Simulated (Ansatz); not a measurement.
# Ta: the crystal squeezed far

The task here is to estimate one member of a computed series from the others.

Method: DFT r²SCAN, with the methods named in each step, in Ansatz 0.2.0.

### Starting point

It takes space group Im-3m (No. 229, cubic). Conventional cell: a = 3.303 Å, b = 3.303 Å, c = 3.303 Å, α = 90.00°, β = 90.00°, γ = 90.00°. Around Ta (site symmetry m-3m) lie 8 Ta at 2.86 Å.

Coordinates:

```cif
data_structure
_symmetry_space_group_name_H-M 'Im-3m'
_symmetry_Int_Tables_number 229
_cell_length_a 3.3031
_cell_length_b 3.3031
_cell_length_c 3.3031
_cell_angle_alpha 90.000
_cell_angle_beta 90.000
_cell_angle_gamma 90.000
_cell_volume 36.04
loop_
_atom_site_label
_atom_site_type_symbol
_atom_site_symmetry_multiplicity
_atom_site_Wyckoff_symbol
_atom_site_fract_x
_atom_site_fract_y
_atom_site_fract_z
_atom_site_occupancy
Ta1 Ta 2 a 0.00000 0.00000 0.00000 1
```

The file gives the conventional cell by its symmetry; the runs use the cell typed in the input.

Whether this phase is the stable one at these pressures isn't tested.

Set-up of the first run:

File input.yaml:

```yaml
crystal:
  lattice:
    - [-1.6515748661, 1.6515748661, 1.6515748661]
    - [1.6515748661, -1.6515748661, 1.6515748661]
    - [1.6515748661, 1.6515748661, -1.6515748661]
  atoms:
    - { symbol: Ta, position: [0.0, 0.0, 0.0] }
kpoints:
  mp_grid: { grid: [16, 16, 16] }
scf:
  occupations: { method: fermi_dirac, width: 0.1 }
hamiltonian:
  xc: r2scan
  pseudopotentials: { kind: paw }
output:
  forces: true
  stress: true
  write_density: true
  write_potential: true
  elf: true
  volumetric_format: npy
relax:
  f_tol: 0.005
  max_steps: 40
  cell: {}
```

Run with:

```
ansatz run input.yaml --threads 1 --pin off --max-ram 2048MiB --backend cpu --events-out ev --progress --plain --runs-dir out
```

Steps of the session up to this table: Cell relaxed at zero pressure, PAW; Volume scaled by 1, PAW; Volume scaled by 0.94, PAW; Volume scaled by 0.88, PAW; Volume scaled by 0.88, PAW (partial_waves polarizable); Volume scaled by 0.8, PAW; Volume scaled by 0.8, PAW (core large); Volume scaled by 0.72, PAW; Volume scaled by 0.64, PAW; Volume scaled by 0.55, PAW; Volume scaled by 0.45, PAW; Volume scaled by 0.45, PAW (level accurate).

One table of the session follows, with a row left open; its other results are not shown here.

| method | volume over the first | volume (Å³/atom) | pressure (GPa) |
| --- | --- | --- | --- |
| PAW | 1 | 18.084 | -0.01 |
| PAW | 0.94 | ? | ? |
| PAW | 0.88 | 15.914 | 32.14 |
| PAW | 0.8 | 14.467 | 66.32 |
| PAW | 0.72 | 13.020 | 119.48 |
| PAW | 0.64 | 11.574 | 201.35 |
| PAW | 0.55 | 9.946 | 360.47 |
| PAW | 0.45 | 8.138 | 732.33 |
| PAW (core large) | 0.8 | 14.467 | 66.32 |
| PAW (level accurate) | 0.45 | 8.138 | 719.33 |
| PAW (partial_waves polarizable) | 0.88 | 15.914 | 32.14 |

Q: Estimate the row for PAW, 0.94 from the others.

The run gave: volume (Å³/atom): 16.999; pressure (GPa): 13.92. In the column «volume (Å³/atom)» it lies between PAW (partial_waves polarizable), 0.88 (15.914) and PAW, 1 (18.084).

Caveats from the session: Warnings in the runs' records: datasets by core.
